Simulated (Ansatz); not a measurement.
# BGeP+ (doublet): from Hartree-Fock to the top rungs, cc-pVTZ

The task here is to estimate one member of a computed series from the others.

Program: Ansatz 0.2.0, Gaussian basis. Level of theory: cc-pVTZ, core rule «outside noble gas», up to 20 orbitals frozen. These are calculated values, not measurements.

The runs, in order: UHF; CCSD(T) on ROHF; CCSD(T) on UHF; BCCD(T) on ROHF; CCSDT(Q) on ROHF; CCSDT(Q) on UHF.

4 further runs of the same task are left out: 4 set aside as unsound or not needed.

## The geometry

The geometry is a PBE0/def2-TZVP stationary point (not a proven minimum) of the parent state, kept for this charge and spin. No spin-orbit coupling is included. The filled d shell of Ge may be among the frozen orbitals whatever the setting's name suggests; the logs give the count.

3 atoms, charge 1, spin multiplicity 2.

Atoms are counted from 1 here; the program's logs count them from 0.

Bond lengths: B1–Ge2 2.182 Å, B1–P3 1.788 Å, Ge2–P3 2.237 Å. Angles: Ge2–B1–P3 67.8°, B1–Ge2–P3 47.7°, B1–P3–Ge2 64.5°.

Set-up of the first run:

in.yaml reads:

```yaml
crystal:
  periodic: [false, false, false]
  atoms:
    - {symbol: B, position_ang: [0.000000, -1.356815, -0.905184]}
    - {symbol: Ge, position_ang: [0.000000, 0.055950, 0.757740]}
    - {symbol: P, position_ang: [0.000000, 0.342363, -1.461116]}
basis:
  gaussian: {orbitals: cc-pVTZ}
total_charge: 1
magnetization: {spin_polarized: true, initial_magnetization: 1}
hamiltonian: {xc: hf}
output: {orbitals: {seedname: orbitals}}
```

Launch:

```sh
> ansatz run in.yaml --threads 1 --pin off --events-out ev --progress --plain --max-ram 4096MiB --backend cpu
```

Among the steps run: UHF; CCSD(T) on ROHF; CCSD(T) on UHF; BCCD(T) on ROHF; CCSDT(Q) on ROHF; CCSDT(Q) on UHF.

One of the session's tables, all rows but one given; the rest of the session is left out.

| method | from RCCSDT(Q) (meV) |
| --- | --- |
| ROHF | +9210.5 |
| UHF | +8829.6 |
| RMP2 | +1432.1 |
| UMP2 | +1796.9 |
| RCCSD | ? |
| UCCSD | +784.9 |
| RCCSD(T) | +105.5 |
| UCCSD(T) | +155.1 |
| BCCD(T) | +97.7 |
| RCCSDT | +66.0 |
| UCCSDT | +72.8 |
| RCCSDT(Q) | 0 |
| UCCSDT(Q) | -9.3 |

**Question.** Estimate the row for RCCSD.

The run gave: from RCCSDT(Q) (meV): +765.6. In the column «from RCCSDT(Q) (meV)» it lies between UCCSD(T) (+155.1) and UCCSD (+784.9).

Caveats from the session: The determinant is far from a pure spin state, so its energy mixes those of several spin states (harmless only where they are near-degenerate, as at dissociation). Warnings: spin contamination; large T1 diagnostic. Restricted and unrestricted rows rest on different reference determinants; where their highest levels disagree by more than a few hundredths of an eV, they describe different states and don't form one ladder.
